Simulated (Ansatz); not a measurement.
# H4I2N2Zr: the cost of one run

The runs use Ansatz 0.2.0, Gaussian basis; the settings change from run to run.

### 1 The geometry

An earlier PBE0-D4 in a triple-zeta def2 set relaxation fixed the geometry. Zr, I take a core potential in def2 sets; no spin-orbit term is included.

SMILES `[NH2][Zr]([NH2])([I])[I]`, 9 atoms, charge 0, spin multiplicity 1.

Atoms are counted from 1 here; the program's logs count them from 0.

Bond lengths: N1–Zr2 2.001 Å, N1–H6 1.013 Å, N1–H7 1.010 Å, Zr2–N3 1.997 Å, Zr2–I4 2.735 Å, Zr2–I5 2.735 Å, N3–H8 1.012 Å, N3–H9 1.012 Å. Angles: Zr2–N1–H6 123.8°, Zr2–N1–H7 126.8°, H6–N1–H7 109.3°, N1–Zr2–N3 105.1°, N1–Zr2–I4 108.6°, N1–Zr2–I5 108.6°, N3–Zr2–I4 110.2°, N3–Zr2–I5 110.3°, I4–Zr2–I5 113.6°, Zr2–N3–H8 125.1°, Zr2–N3–H9 125.1°, H8–N3–H9 109.4°.

### 2 r2SCANh/def2-SVPD

Set apart from the defaults: charge -1, multiplicity 2, restricted open-shell orbitals, D3(BJ) with three-body dispersion.

The input, in.yaml:

```yaml
crystal:
  periodic: [false, false, false]
  atoms:
    - {symbol: N, position_ang: [1.350409, 0.920583, -0.432657]}
    - {symbol: Zr, position_ang: [-0.478222, 0.108404, -0.383733]}
    - {symbol: N, position_ang: [-0.451676, -1.140360, 1.174751]}
    - {symbol: I, position_ang: [-0.877551, -1.282722, -2.704250]}
    - {symbol: I, position_ang: [-2.307326, 2.099328, 0.028931]}
    - {symbol: H, position_ang: [1.646753, 1.601641, -1.120920]}
    - {symbol: H, position_ang: [2.114218, 0.731337, 0.200775]}
    - {symbol: H, position_ang: [-0.239761, -2.129011, 1.125149]}
    - {symbol: H, position_ang: [-0.756845, -0.909200, 2.111945]}
basis:
  gaussian: {orbitals: def2-SVPD}
total_charge: -1
magnetization: {spin_polarized: false, initial_magnetization: 1}
hamiltonian: {xc: {name: r2SCANh}, dispersion: d3bjatm}
output: {forces: true}
```

Launch:

```console
$ ansatz run in.yaml --threads 4 --pin off --events-out ev --progress --plain --max-ram 11315MiB
```

**Question.** How long does this run take on 4 threads of Arm Neoverse V1, shared host, and how much memory does it need?

About 94 s, with a peak of 1 GiB.
